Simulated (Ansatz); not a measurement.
# Si5Ni: the cost of one run

Program: Ansatz 0.2.0. Level of theory: DFT PBE, scalar-relativistic, plane waves, PAW. These are calculated values, not measurements.

1 further run of the same task is left out (it didn't finish). Runs told in other sessions of the task aren't counted.

## Step 1: Starting point

The cell holds 24 atoms (Ni4Si20): a = 7.162 Å, b = 7.140 Å, c = 7.068 Å, α = 93.57°, β = 90.43°, γ = 90.80°.

It is the last frame of an earlier stage of the same melt, run at 2460 K.

Its coordinates follow in the input file.

## Step 2: Langevin stage at 1770 K

One k point, a Fermi-Dirac width of 0.152 eV and a fixed cell.

File input.yaml:

```yaml
crystal:
  lattice:
    - [7.161451, -0.050558, -0.027295]
    - [-0.050558, 7.136565, -0.221388]
    - [-0.027295, -0.221388, 7.06437]
  atoms:
    - { symbol: Si, position: [0.8857850837, 0.4030879187, 0.6376207543] }
    - { symbol: Si, position: [0.4612503354, 0.3673989742, 0.0572022726] }
    - { symbol: Si, position: [0.7293172874, 0.0435394297, 0.6022679657] }
    - { symbol: Si, position: [0.4454456534, 0.7729678407, 0.3525634598] }
    - { symbol: Si, position: [0.8402537596, 0.4461004246, 0.0956596332] }
    - { symbol: Si, position: [0.3140180877, 0.4111726243, 0.7206058746] }
    - { symbol: Si, position: [0.7504223993, 0.9135855457, 0.2624855382] }
    - { symbol: Si, position: [0.4778793884, 0.9306696744, 0.7789295428] }
    - { symbol: Si, position: [0.817522927, 0.7151995227, 0.9099748903] }
    - { symbol: Si, position: [0.767757047, 0.2703575539, 0.348121357] }
    - { symbol: Si, position: [0.0250585749, 0.1570127302, 0.7100874365] }
    - { symbol: Si, position: [0.9535390076, 0.1209577901, 0.076439157] }
    - { symbol: Si, position: [0.0932308661, 0.650225258, 0.752572296] }
    - { symbol: Si, position: [0.6055455475, 0.3074067508, 0.7678519952] }
    - { symbol: Si, position: [0.3916109593, 0.6563351516, 0.938642092] }
    - { symbol: Si, position: [0.3993259742, 0.1237432351, 0.3078273455] }
    - { symbol: Si, position: [0.1957579271, 0.9079163375, 0.5692869139] }
    - { symbol: Si, position: [0.453037232, 0.4654433548, 0.4031926309] }
    - { symbol: Si, position: [0.7810126049, 0.6894580394, 0.5009156948] }
    - { symbol: Si, position: [0.110526538, 0.6364505639, 0.0702069139] }
    - { symbol: Ni, position: [0.1640777811, 0.57330061, 0.3652160675] }
    - { symbol: Ni, position: [0.4898137957, 0.9293861541, 0.0760583234] }
    - { symbol: Ni, position: [0.0961657948, 0.9359404088, 0.2692557294] }
    - { symbol: Ni, position: [0.2874474038, 0.1160808591, 0.9181506748] }
  symmetry: { detect: false }
basis:
  ecutwfc: 420
  xc_grid: 1
kpoints:
  mp_grid: { grid: [1, 1, 1], shift: [0.25, 0.25, 0.25] }
hamiltonian:
  xc: pbe
scf:
  occupations: { method: fermi_dirac, width: 0.1525 }
  lower_state_search: "off"
  convergence: { dr2_threshold: 1.0e-05 }
output:
  forces: true
  stress: true
md:
  timestep: 3.0
  n_steps: 120
  ensemble: nvt_langevin
  friction: 0.005
  temperature: 1770.0
  initial_velocities: maxwell_boltzmann
  seed: 40256
```

Started as:

```console
$ ansatz run input.yaml --threads 2 --pin off --max-ram 5120MiB --backend cpu --events-out ev --progress --plain --runs-dir out
```

Q: Estimate wall time and peak memory on 2 threads of Intel Xeon at 2.50GHz (Skylake/Cascade Lake), shared host.

About 7.6 min, with a peak of 0.56 GiB.
